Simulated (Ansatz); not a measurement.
# AlGaPH (singlet): B2PLYP, RPA-PBE over vertical spin and charge gaps and displaced geometries, cc-pVDZ

Aim: run AlGaPH (singlet) with these functionals over vertical spin and charge gaps and displaced geometries, and hold them against the top wave-function level at the same points.

Method: cc-pVDZ, all electrons in the functionals, frozen cores in the correlation of double hybrids and RPA; program: Ansatz 0.2.0, Gaussian basis.

Plan: B2PLYP, RPA-PBE, at charge 0, singlet; charge 0, triplet; charge 1, doublet; displaced geometry v1; displaced geometry v2.

23 further runs of the same task are left out: 15 that didn't finish, 8 set aside as unsound or not needed.

## Step 1: The geometry

The geometry is a PBE0/def2-TZVP stationary point (not a proven minimum). No spin-orbit coupling is included. The filled d shell of Ga may be among the frozen orbitals whatever the setting's name suggests; the logs give the count.

4 atoms, charge 0, spin multiplicity 1.

Atoms are counted from 1 here; the program's logs count them from 0.

Bond lengths: Ga1–P3 2.369 Å, Al2–P3 2.109 Å, Al2–H4 1.579 Å. Angles: P3–Al2–H4 176.8°, Ga1–P3–Al2 94.6°.

As a file:

```
Ga    0.0000    0.2302    1.1965
Al    0.0000    0.5781   -2.0818
P     0.0000   -1.0792   -0.7782
H     0.0000    1.7623   -3.1262
```

No dispersion term is added.

The geometry shown and the zero of energy belong to the point charge 0, singlet. The yardstick, RCCSDT(Q), and other wave-function levels (R restricted, U unrestricted, valence and pair active spaces) come from earlier runs.

## Step 2: B2PLYP, charge 0, singlet

File in.yaml:

```yaml
crystal:
  periodic: [false, false, false]
  atoms:
    - {symbol: Ga, position_ang: [0.000000, 0.230226, 1.196497]}
    - {symbol: Al, position_ang: [0.000000, 0.578079, -2.081776]}
    - {symbol: P, position_ang: [0.000000, -1.079166, -0.778166]}
    - {symbol: H, position_ang: [0.000000, 1.762314, -3.126240]}
basis:
  gaussian: {orbitals: cc-pVDZ}
hamiltonian: {xc: {name: B2PLYP}}
correlation: {electrons: outside_noble_gas}
```

Run with:

```sh
$ ansatz run in.yaml --threads 1 --pin off --events-out ev --progress --plain --max-ram 2393MiB
```

The log of the run:

```text
Functional definition: B2PLYP
  name "B2PLYP"
  cite "Grimme, J. Chem. Phys. 124, 034108 (2006) doi:10.1063/1.2148954"
  cite "Becke, Phys. Rev. A 38, 3098 (1988) doi:10.1103/PhysRevA.38.3098"
  cite "Lee, Yang & Parr, Phys. Rev. B 37, 785 (1988) doi:10.1103/PhysRevB.37.785"
  parameter a = 0.53
  parameter c = 0.27
  exchange = (1 - a)*b88_x + a*exact_x
  correlation = (1 - c)*lyp_c + c*(mp2_os + mp2_ss)
740 factors; integrals over basis functions are off by at most 8.6e-4 eV
mean field evaluation 1: about -68256.2043 eV, gradient 2.3e1 eV
mean field evaluation 2: about -68256.3132 eV, gradient 2.3e1 eV
mean field evaluation 4: about -68258.4837 eV, gradient 2.3e0 eV
mean field evaluation 8: about -68258.5155 eV, gradient 1.7e-1 eV
mean field evaluation 16: about -68258.5158 eV, gradient 2.9e-4 eV
mean field -68258.51581995 eV, -2508.4541890992 hartree, gradient 7.2e-6 eV, S^2 0.000000; 0 other end points of the search recorded, 0 dependent functions left out
24 core orbitals not correlated: weight in the atoms' cores, before any rotation towards them, 0.998 or more for the frozen orbitals, at most 0.002 for the correlated occupied ones
reference -68258.51595877 eV, -2508.4541942008 hartree; 6, 6 occupied and 38, 38 virtual orbitals, 740 factors
second order -7.97249911 eV of doubles, -0.00000000 eV of singles
Total energy: -68260.66853353 eV, -2508.5332998641 hartree
```

Run time: 4.1 s. Hardware: 1 thread of Arm Neoverse V1, shared host.

## Step 3: B2PLYP, charge 0, triplet

in.yaml, as its differences from that of step 2:

```diff
@@ -9,2 +9,3 @@
   gaussian: {orbitals: cc-pVDZ}
+magnetization: {spin_polarized: true, initial_magnetization: 2}
 hamiltonian: {xc: {name: B2PLYP}}
```

Launched as before.

The log of the run (excerpt; [...] marks lines left out):

```text
Functional definition: B2PLYP
  name "B2PLYP"
  cite "Grimme, J. Chem. Phys. 124, 034108 (2006) doi:10.1063/1.2148954"
  cite "Becke, Phys. Rev. A 38, 3098 (1988) doi:10.1103/PhysRevA.38.3098"
  cite "Lee, Yang & Parr, Phys. Rev. B 37, 785 (1988) doi:10.1103/PhysRevB.37.785"
[...]
740 factors; integrals over basis functions are off by at most 8.6e-4 eV
[...]
mean field -68256.75928107 eV, -2508.3896374862 hartree, gradient 4.8e-6 eV, S^2 2.017834; 6 other end points of the search recorded, 0 dependent functions left out
24 core orbitals not correlated: weight in the atoms' cores, before any rotation towards them, 0.998 or more for the frozen orbitals, at most 0.002 for the correlated occupied ones
reference -68256.75942250 eV, -2508.3896426837 hartree; 7, 5 occupied and 37, 39 virtual orbitals, 740 factors
second order -7.39812846 eV of doubles, -0.00000000 eV of singles
Total energy: -68258.75691719 eV, -2508.4630492595 hartree
```

Wall time 10 s (1 thread of Arm Neoverse V1, shared host).

From the report: ⟨S²⟩ of the determinant 2.018 (pure triplet: 2.00).

From charge 0, singlet: +184.4 kJ/mol.

## Step 4: B2PLYP, charge 1, doublet

in.yaml, as its differences from that of step 3:

```diff
@@ -9,3 +9,4 @@
   gaussian: {orbitals: cc-pVDZ}
-magnetization: {spin_polarized: true, initial_magnetization: 2}
+total_charge: 1
+magnetization: {spin_polarized: true, initial_magnetization: 1}
 hamiltonian: {xc: {name: B2PLYP}}
```

The command is unchanged.

The log of the run (excerpt; [...] marks lines left out):

```text
Functional definition: B2PLYP
  name "B2PLYP"
  cite "Grimme, J. Chem. Phys. 124, 034108 (2006) doi:10.1063/1.2148954"
  cite "Becke, Phys. Rev. A 38, 3098 (1988) doi:10.1103/PhysRevA.38.3098"
  cite "Lee, Yang & Parr, Phys. Rev. B 37, 785 (1988) doi:10.1103/PhysRevB.37.785"
[...]
740 factors; integrals over basis functions are off by at most 8.6e-4 eV
[...]
mean field -68251.38321608 eV, -2508.1920707419 hartree, gradient 2.6e-6 eV, S^2 0.767941; 4 other end points of the search recorded, 0 dependent functions left out
24 core orbitals not correlated: weight in the atoms' cores, before any rotation towards them, 0.998 or more for the frozen orbitals, at most 0.002 for the correlated occupied ones
reference -68251.38336340 eV, -2508.1920761555 hartree; 6, 5 occupied and 38, 39 virtual orbitals, 740 factors
second order -6.79234261 eV of doubles, -0.00000000 eV of singles
Total energy: -68253.21729590 eV, -2508.2594719320 hartree
```

Wall time 12 s (1 thread of Arm Neoverse V1, shared host).

From the report: ⟨S²⟩ of the determinant 0.768 (pure doublet: 0.75).

From charge 0, singlet: +718.9 kJ/mol.

## Step 5: B2PLYP, displaced geometry v1

File in.yaml:

```yaml
crystal:
  periodic: [false, false, false]
  atoms:
    - {symbol: Ga, position_ang: [-0.010733, 0.223375, 1.211964]}
    - {symbol: Al, position_ang: [-0.011567, 0.555085, -2.077462]}
    - {symbol: P, position_ang: [0.036397, -1.042850, -0.816465]}
    - {symbol: H, position_ang: [-0.066380, 1.735816, -3.134737]}
basis:
  gaussian: {orbitals: cc-pVDZ}
hamiltonian: {xc: {name: B2PLYP}}
correlation: {electrons: outside_noble_gas}
```

The command is unchanged.

The log of the run (excerpt; [...] marks lines left out):

```text
Functional definition: B2PLYP
  name "B2PLYP"
  cite "Grimme, J. Chem. Phys. 124, 034108 (2006) doi:10.1063/1.2148954"
  cite "Becke, Phys. Rev. A 38, 3098 (1988) doi:10.1103/PhysRevA.38.3098"
  cite "Lee, Yang & Parr, Phys. Rev. B 37, 785 (1988) doi:10.1103/PhysRevB.37.785"
[...]
740 factors; integrals over basis functions are off by at most 8.6e-4 eV
[...]
mean field -68258.44617480 eV, -2508.4516296874 hartree, gradient 7.6e-6 eV, S^2 0.000000; 0 other end points of the search recorded, 0 dependent functions left out
24 core orbitals not correlated: weight in the atoms' cores, before any rotation towards them, 0.999 or more for the frozen orbitals, at most 0.002 for the correlated occupied ones
reference -68258.44631359 eV, -2508.4516347880 hartree; 6, 6 occupied and 38, 38 virtual orbitals, 740 factors
second order -7.90137592 eV of doubles, -0.00000000 eV of singles
Total energy: -68260.57968509 eV, -2508.5300347445 hartree
```

Wall time 3.9 s (1 thread of Arm Neoverse V1, shared host).

From charge 0, singlet: +8.6 kJ/mol.

## Step 6: B2PLYP, displaced geometry v2

File in.yaml:

```yaml
crystal:
  periodic: [false, false, false]
  atoms:
    - {symbol: Ga, position_ang: [0.055851, 0.234880, 1.193075]}
    - {symbol: Al, position_ang: [-0.109023, 0.591107, -2.073605]}
    - {symbol: P, position_ang: [-0.032402, -1.098562, -0.778175]}
    - {symbol: H, position_ang: [0.050706, 1.687649, -3.108035]}
basis:
  gaussian: {orbitals: cc-pVDZ}
hamiltonian: {xc: {name: B2PLYP}}
correlation: {electrons: outside_noble_gas}
```

Same command.

The log of the run (excerpt; [...] marks lines left out):

```text
Functional definition: B2PLYP
  name "B2PLYP"
  cite "Grimme, J. Chem. Phys. 124, 034108 (2006) doi:10.1063/1.2148954"
  cite "Becke, Phys. Rev. A 38, 3098 (1988) doi:10.1103/PhysRevA.38.3098"
  cite "Lee, Yang & Parr, Phys. Rev. B 37, 785 (1988) doi:10.1103/PhysRevB.37.785"
[...]
740 factors; integrals over basis functions are off by at most 8.1e-4 eV
[...]
mean field -68258.47426154 eV, -2508.4526618560 hartree, gradient 4.6e-6 eV, S^2 0.000000; 0 other end points of the search recorded, 0 dependent functions left out
24 core orbitals not correlated: weight in the atoms' cores, before any rotation towards them, 0.998 or more for the frozen orbitals, at most 0.002 for the correlated occupied ones
reference -68258.47440182 eV, -2508.4526670111 hartree; 6, 6 occupied and 38, 38 virtual orbitals, 740 factors
second order -7.99447342 eV of doubles, -0.00000000 eV of singles
Total energy: -68260.63290964 eV, -2508.5319907105 hartree
```

It took 4 s on 1 thread of Arm Neoverse V1, shared host.

From charge 0, singlet: +3.4 kJ/mol.

## Step 7: RPA-PBE, charge 0, singlet

File in.yaml:

```yaml
crystal:
  periodic: [false, false, false]
  atoms:
    - {symbol: Ga, position_ang: [0.000000, 0.230226, 1.196497]}
    - {symbol: Al, position_ang: [0.000000, 0.578079, -2.081776]}
    - {symbol: P, position_ang: [0.000000, -1.079166, -0.778166]}
    - {symbol: H, position_ang: [0.000000, 1.762314, -3.126240]}
basis:
  gaussian: {orbitals: cc-pVDZ}
hamiltonian: {xc: {name: PBE}}
correlation: {method: rpa, electrons: outside_noble_gas}
```

Same command.

The log of the run (excerpt; [...] marks lines left out):

```text
Functional definition: PBE
  name "PBE"
  cite "Perdew, Burke & Ernzerhof, Phys. Rev. Lett. 77, 3865 (1996) doi:10.1103/PhysRevLett.77.3865"
  parent pbe
[...]
740 factors; integrals over basis functions are off by at most 8.6e-4 eV
[...]
mean field -68262.97236797 eV, -2508.6179642184 hartree, gradient 3.1e-6 eV, S^2 0.000000; 2 other end points of the search recorded, 0 dependent functions left out
24 core orbitals not correlated: weight in the atoms' cores, before any rotation towards them, 0.996 or more for the frozen orbitals, at most 0.004 for the correlated occupied ones
reference -68202.95154912 eV, -2506.4122398092 hartree; 6, 6 occupied and 38, 38 virtual orbitals, 740 factors
Total energy: -68214.03969852 eV, -2506.8197217839 hartree
```

It took 4 s on 1 thread of Arm Neoverse V1, shared host.

## Step 8: RPA-PBE, charge 0, triplet

in.yaml, as its differences from that of step 7:

```diff
@@ -9,2 +9,3 @@
   gaussian: {orbitals: cc-pVDZ}
+magnetization: {spin_polarized: true, initial_magnetization: 2}
 hamiltonian: {xc: {name: PBE}}
```

The command is unchanged.

The log of the run (excerpt; [...] marks lines left out):

```text
Functional definition: PBE
  name "PBE"
  cite "Perdew, Burke & Ernzerhof, Phys. Rev. Lett. 77, 3865 (1996) doi:10.1103/PhysRevLett.77.3865"
  parent pbe
[...]
740 factors; integrals over basis functions are off by at most 8.6e-4 eV
[...]
mean field -68261.22005661 eV, -2508.5535679637 hartree, gradient 3.1e-6 eV, S^2 2.005970; 16 other end points of the search recorded, 0 dependent functions left out
24 core orbitals not correlated: weight in the atoms' cores, before any rotation towards them, 0.994 or more for the frozen orbitals, at most 0.005 for the correlated occupied ones
reference -68201.44382453 eV, -2506.3568319526 hartree; 7, 5 occupied and 37, 39 virtual orbitals, 740 factors
Total energy: -68212.21593463 eV, -2506.7526996970 hartree
```

Run time: 29 s. Hardware: 1 thread of Arm Neoverse V1, shared host.

From the report: ⟨S²⟩ of the determinant 2.006 (pure triplet: 2.00).

From charge 0, singlet: +176.0 kJ/mol.

## Step 9: RPA-PBE, charge 1, doublet

in.yaml, as its differences from that of step 8:

```diff
@@ -9,3 +9,4 @@
   gaussian: {orbitals: cc-pVDZ}
-magnetization: {spin_polarized: true, initial_magnetization: 2}
+total_charge: 1
+magnetization: {spin_polarized: true, initial_magnetization: 1}
 hamiltonian: {xc: {name: PBE}}
```

The command is unchanged.

The log of the run (excerpt; [...] marks lines left out):

```text
Functional definition: PBE
  name "PBE"
  cite "Perdew, Burke & Ernzerhof, Phys. Rev. Lett. 77, 3865 (1996) doi:10.1103/PhysRevLett.77.3865"
  parent pbe
[...]
740 factors; integrals over basis functions are off by at most 8.6e-4 eV
[...]
mean field -68255.39595523 eV, -2508.3395361856 hartree, gradient 4.3e-6 eV, S^2 0.754068; 6 other end points of the search recorded, 0 dependent functions left out
24 core orbitals not correlated: weight in the atoms' cores, before any rotation towards them, 0.996 or more for the frozen orbitals, at most 0.004 for the correlated occupied ones
reference -68196.49301900 eV, -2506.1748932052 hartree; 6, 5 occupied and 38, 39 virtual orbitals, 740 factors
Total energy: -68206.53750635 eV, -2506.5440213066 hartree
```

Wall time 14 s (1 thread of Arm Neoverse V1, shared host).

From the report: ⟨S²⟩ of the determinant 0.754 (pure doublet: 0.75).

From charge 0, singlet: +723.9 kJ/mol.

## Step 10: RPA-PBE, displaced geometry v1

File in.yaml:

```yaml
crystal:
  periodic: [false, false, false]
  atoms:
    - {symbol: Ga, position_ang: [-0.010733, 0.223375, 1.211964]}
    - {symbol: Al, position_ang: [-0.011567, 0.555085, -2.077462]}
    - {symbol: P, position_ang: [0.036397, -1.042850, -0.816465]}
    - {symbol: H, position_ang: [-0.066380, 1.735816, -3.134737]}
basis:
  gaussian: {orbitals: cc-pVDZ}
hamiltonian: {xc: {name: PBE}}
correlation: {method: rpa, electrons: outside_noble_gas}
```

Same command.

The log of the run (excerpt; [...] marks lines left out):

```text
Functional definition: PBE
  name "PBE"
  cite "Perdew, Burke & Ernzerhof, Phys. Rev. Lett. 77, 3865 (1996) doi:10.1103/PhysRevLett.77.3865"
  parent pbe
[...]
740 factors; integrals over basis functions are off by at most 8.6e-4 eV
[...]
mean field -68262.87721927 eV, -2508.6144675682 hartree, gradient 8.9e-6 eV, S^2 0.000000; 1 other end points of the search recorded, 0 dependent functions left out
24 core orbitals not correlated: weight in the atoms' cores, before any rotation towards them, 0.996 or more for the frozen orbitals, at most 0.004 for the correlated occupied ones
reference -68202.89726125 eV, -2506.4102447667 hartree; 6, 6 occupied and 38, 38 virtual orbitals, 740 factors
Total energy: -68213.91673994 eV, -2506.8152031392 hartree
```

Run time: 3.8 s. Hardware: 1 thread of Arm Neoverse V1, shared host.

From charge 0, singlet: +11.9 kJ/mol.

## Step 11: RPA-PBE, displaced geometry v2

File in.yaml:

```yaml
crystal:
  periodic: [false, false, false]
  atoms:
    - {symbol: Ga, position_ang: [0.055851, 0.234880, 1.193075]}
    - {symbol: Al, position_ang: [-0.109023, 0.591107, -2.073605]}
    - {symbol: P, position_ang: [-0.032402, -1.098562, -0.778175]}
    - {symbol: H, position_ang: [0.050706, 1.687649, -3.108035]}
basis:
  gaussian: {orbitals: cc-pVDZ}
hamiltonian: {xc: {name: PBE}}
correlation: {method: rpa, electrons: outside_noble_gas}
```

Same command.

The log of the run (excerpt; [...] marks lines left out):

```text
Functional definition: PBE
  name "PBE"
  cite "Perdew, Burke & Ernzerhof, Phys. Rev. Lett. 77, 3865 (1996) doi:10.1103/PhysRevLett.77.3865"
  parent pbe
[...]
740 factors; integrals over basis functions are off by at most 8.1e-4 eV
[...]
mean field -68262.92240566 eV, -2508.6161281373 hartree, gradient 1.6e-6 eV, S^2 0.000000; 2 other end points of the search recorded, 0 dependent functions left out
24 core orbitals not correlated: weight in the atoms' cores, before any rotation towards them, 0.996 or more for the frozen orbitals, at most 0.004 for the correlated occupied ones
reference -68202.90977645 eV, -2506.4107046920 hartree; 6, 6 occupied and 38, 38 virtual orbitals, 740 factors
Total energy: -68214.01461188 eV, -2506.8187998667 hartree
```

It took 4 s on 1 thread of Arm Neoverse V1, shared host.

From charge 0, singlet: +2.4 kJ/mol.

## Step 12: Against the wave-function levels

The yardstick is RCCSDT(Q), where the cluster series has nearly closed. It comes from earlier runs at the same points. Energies in kJ/mol, counted from charge 0, singlet; blanks weren't run or aren't comparable.

| level | singlet to triplet | ionisation to the doublet cation | displacement v1 | displacement v2 |
| --- | --- | --- | --- | --- |
| RCCSDT(Q) | 178.6 | 711.7 | 11.0 | 2.7 |
| B2PLYP | 184.4 | 718.9 | 8.6 | 3.4 |
| RPA-PBE | 176.0 | 723.9 | 11.9 | 2.4 |

Largest miss and mean time a point (RCCSDT(Q) took 57 s a point; shared hosts):

| level | largest miss (kJ/mol) | where | time a point |
| --- | --- | --- | --- |
| B2PLYP | +7.2 | ionisation to the doublet cation | 6.8 s |
| RPA-PBE | +12.1 | ionisation to the doublet cation | 11 s |

## Step 13: What came out

| quantity | value |
| --- | --- |
| singlet to triplet, RCCSDT(Q) | 178.6 kJ/mol |
| ionisation to the doublet cation, RCCSDT(Q) | 711.7 kJ/mol |
| displacement v1, RCCSDT(Q) | 11.0 kJ/mol |
| displacement v2, RCCSDT(Q) | 2.7 kJ/mol |
| largest miss, B2PLYP | +7.2 kJ/mol (ionisation to the doublet cation) |
| largest miss, RPA-PBE | +12.1 kJ/mol (ionisation to the doublet cation) |

**Reading.** Of the functionals, B2PLYP keep the smallest largest miss at the points compared (at most 7.2 kJ/mol) and RPA-PBE strays most (12.1 kJ/mol, at ionisation to the doublet cation). Functionals and the yardstick converge differently with the basis, so part of each miss in cc-pVDZ is the basis.
